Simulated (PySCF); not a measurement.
# C12H10O2S: the cost of one run

Programs: PySCF 2.14.0, with routines of our own; each step states its level. All values are computed. Atoms count from 0.

### 1 The starting structure

25 atoms, charge 0, multiplicity 1; geometry from: GFN2-xTB.

### 2 NMR shifts: GIAO WP04/pcseg-0

What the job is given:

```
{"job": {"kind": "nmr", "basis": "pcseg-0", "pop": false, "xc": "WP04", "scf": {"guess": "huckel"}}, "charge": 0, "multiplicity": 1}
O      4.465654     0.409382     1.653558
C      3.439018    -0.022017     0.873057
C      3.550480    -0.133013    -0.507976
C      2.472209    -0.559864    -1.261272
C      1.277612    -0.885495    -0.638185
S     -0.100184    -1.439920    -1.616955
C     -1.413954    -0.555345    -0.805970
C     -1.260520     0.784702    -0.482305
C     -2.283407     1.461650     0.151319
C     -3.473585     0.808370     0.453079
O     -4.501300     1.436742     1.082712
C     -3.631170    -0.530609     0.104637
C     -2.605787    -1.207888    -0.522765
C      1.170629    -0.803853     0.744773
C      2.239523    -0.362348     1.494434
H      5.237029     0.603665     1.107417
H      4.480982     0.123354    -0.997079
H      2.553783    -0.637813    -2.334329
H     -0.338654     1.296002    -0.715070
H     -2.157931     2.505618     0.407053
H     -4.260634     2.351425     1.274630
H     -4.559538    -1.024171     0.342176
H     -2.721257    -2.246311    -0.792119
H      0.245553    -1.077267     1.230095
H      2.168890    -0.280508     2.566923
```

With the program's defaults for keys left out, this is: GIAO WP04/pcseg-0 NMR shielding, non-relativistic, gas phase.

On the command line:

```bash
> OMP_NUM_THREADS=1 python large_run.py task.json out
```

This one command runs all jobs of the session in turn.

Q: Estimate the wall time and peak memory of this first job on 1 thread of Arm Neoverse V2, shared host.

About 14 s, with a peak of 0.65 GiB.
